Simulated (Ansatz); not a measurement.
# InSi2H7 (SMILES [SiH3][SiH2][InH2]) at CCSD(T)/def2-SVP (core potential)

What is the energy change on altering one bond length of InSi2H7 at CCSD(T)/def2-SVP (core potential)? 

Program for the calculation: Ansatz 0.2.0.

54 further runs of the same task are left out: 54 set aside as unsound or not needed.

## 1. The structure to begin with

The species is InSi2H7 (10 atoms), meant as a singlet with charge 0. As SMILES, `[SiH3][SiH2][InH2]`. The shape is that of a PBE0-D4/def2-TZVP optimisation.

Bond lengths: Si1–Si2 2.339 Å, Si2–In3 2.571 Å, Si1–H4 1.488 Å, Si1–H5 1.489 Å, Si1–H6 1.489 Å, Si2–H7 1.491 Å, Si2–H8 1.492 Å, In3–H9 1.728 Å, In3–H10 1.728 Å. Some angles: Si1–Si2–In3 110.2°, Si1–Si2–H7 108.2°, Si1–Si2–H8 107.8°, In3–Si2–H7 111.9°, In3–Si2–H8 111.1°, Si2–Si1–H4 112.1°, Si2–Si1–H5 109.8°, Si2–Si1–H6 109.8°, Si2–In3–H9 121.0°, Si2–In3–H10 120.2°.

## 2. A single-point energy at CCSD(T)/def2-SVP (core potential)

File molecule.yaml:

```yaml
crystal:
  periodic: [false, false, false]
  atoms:
    - {symbol: Si, position_ang: [-1.450900, 0.732300, -0.821600]}
    - {symbol: Si, position_ang: [0.023100, -0.982700, -0.222400]}
    - {symbol: In, position_ang: [1.884800, -0.062700, 1.293100]}
    - {symbol: H, position_ang: [-2.541100, 0.248700, -1.711500]}
    - {symbol: H, position_ang: [-0.707700, 1.812100, -1.527500]}
    - {symbol: H, position_ang: [-2.065700, 1.320500, 0.400500]}
    - {symbol: H, position_ang: [-0.761300, -2.056900, 0.451800]}
    - {symbol: H, position_ang: [0.588700, -1.557900, -1.477300]}
    - {symbol: H, position_ang: [1.761400, -0.160900, 3.013900]}
    - {symbol: H, position_ang: [3.268800, 0.707500, 0.601100]}
basis:
  gaussian:
    orbitals: def2-SVP
correlation:
  method: ccsd_t
  frozen_orbitals: {H: 0, In: 4, Si: 5}
accuracy: high
scf:
  omitted_lower_state_checks: [cluster_reference, increment]
```

Run with:

```sh
$ ansatz run molecule.yaml --threads 1 --pin off --max-ram 3480MiB --events-out events.jsonl --progress --plain --runs-dir runs
```

Standard output (excerpt; [...] marks lines left out):

```text
Warning: RAYON_NUM_THREADS=1 ignored (pool sized by the plan → 1); use --threads N
Functional definition: HF
  name "HF"
[...]
2240 factors; integrals over basis functions are off by at most 8.6e-9 eV
[...]
mean field -20978.06763090 eV, -770.9297659906 hartree, gradient 4.4e-8 eV, S^2 0.000000; 0 other end points of the search recorded, 0 dependent functions left out
14 core orbitals not correlated: weight in the atoms' cores, before any rotation towards them, 1.000 or more for the frozen orbitals, at most 0.000 for the correlated occupied ones
reference -20978.06763090 eV, -770.9297659906 hartree; 14, 14 occupied and 69, 69 virtual orbitals, 2240 factors
second order -8.10499638 eV of doubles, -0.00000000 eV of singles
cycle   1  -9.32778917 eV  change    -1.2e0 eV  update   9.0e-2
[...]
cycle  21  -9.81992326 eV  change   5.2e-10 eV  update   3.2e-9
perturbative correction -0.27309668 eV, -0.0100361180 hartree
Total energy: -20988.16065084 eV, -771.3006776322 hartree
Checks for a lower state left out: cluster_reference, increment
```

It took 29 s on 1 thread of Arm Neoverse V1, shared host; peak memory 0.61 GiB.

## 3. The distorted shape

File job.yaml:

```yaml
crystal:
  periodic: [false, false, false]
  atoms:
    - {symbol: Si, position_ang: [-1.413881, 0.761759, -1.337825]}
    - {symbol: Si, position_ang: [0.060119, -0.953241, -0.738625]}
    - {symbol: In, position_ang: [1.921819, -0.033241, 0.776875]}
    - {symbol: H, position_ang: [-2.504081, 0.278159, -2.227725]}
    - {symbol: H, position_ang: [-0.670681, 1.841559, -2.043725]}
    - {symbol: H, position_ang: [-2.028681, 1.349959, -0.115725]}
    - {symbol: H, position_ang: [-0.724281, -2.027441, -0.064425]}
    - {symbol: H, position_ang: [0.625719, -1.528441, -1.993525]}
    - {symbol: H, position_ang: [1.761400, -0.160900, 3.013900]}
    - {symbol: H, position_ang: [3.305819, 0.736959, 0.084875]}
basis:
  gaussian: {orbitals: def2-SVP}
accuracy: high
total_charge: 0
scf: {omitted_lower_state_checks: [cluster_reference, increment]}
correlation: {method: ccsd_t, frozen_orbitals: {H: 0, In: 4, Si: 5}}
```

Run with:

```sh
$ ansatz run job.yaml --threads 1 --pin off --max-ram 3480MiB --events-out events.jsonl --progress --plain --runs-dir runs
```

Standard output (excerpt; [...] marks lines left out):

```text
Warning: RAYON_NUM_THREADS=1 ignored (pool sized by the plan → 1); use --threads N
[... 2 set-up lines as earlier in the session ...]
[...]
2232 factors; integrals over basis functions are off by at most 8.0e-9 eV
[...]
mean field -20977.18119437 eV, -770.8971900490 hartree, gradient 5.6e-8 eV, S^2 0.000000; 0 other end points of the search recorded, 0 dependent functions left out
14 core orbitals not correlated: weight in the atoms' cores, before any rotation towards them, 1.000 or more for the frozen orbitals, at most 0.000 for the correlated occupied ones
reference -20977.18119437 eV, -770.8971900490 hartree; 14, 14 occupied and 69, 69 virtual orbitals, 2232 factors
second order -8.08590345 eV of doubles, -0.00000000 eV of singles
cycle   1  -9.33239223 eV  change    -1.2e0 eV  update   9.7e-2
[...]
cycle  23  -9.88417070 eV  change   1.5e-10 eV  update   1.2e-9
perturbative correction -0.28851555 eV, -0.0106027510 hartree
Total energy: -20987.35388062 eV, -771.2710293733 hartree
Checks for a lower state left out: cluster_reference, increment
```

It took 30 s on 1 thread of Arm Neoverse V1, shared host; peak memory 0.61 GiB.

## 4. Summary of results

Level: CCSD(T)/def2-SVP (core potential), 14 core orbitals frozen.

| quantity | value |
| --- | --- |
| first shape: total energy | -771.30068 Eh |
| first shape: correlation energy (14 core orbitals frozen) | -370.9 mEh |
| first shape: (T) correction | -10.04 mEh |
| first shape: T1 diagnostic | 0.011 |
| distorted shape: total energy | -771.27103 Eh |
| distorted shape: correlation energy (14 core orbitals frozen) | -373.8 mEh |
| distorted shape: (T) correction | -10.60 mEh |
| distorted shape: T1 diagnostic | 0.013 |
| energy change with the In3–H9 bond stretched from 1.728 to 2.246 Å | 0.807 eV |

With the In3–H9 bond stretched from 1.728 to 2.246 Å the energy rises by 0.81 eV (18.6 kcal/mol). The first shape isn't relaxed at this level, so the change isn't measured from a minimum. The triples (first shape) make up 2.7 % of the correlation energy. The triples (distorted shape) make up 2.8 % of the correlation energy.
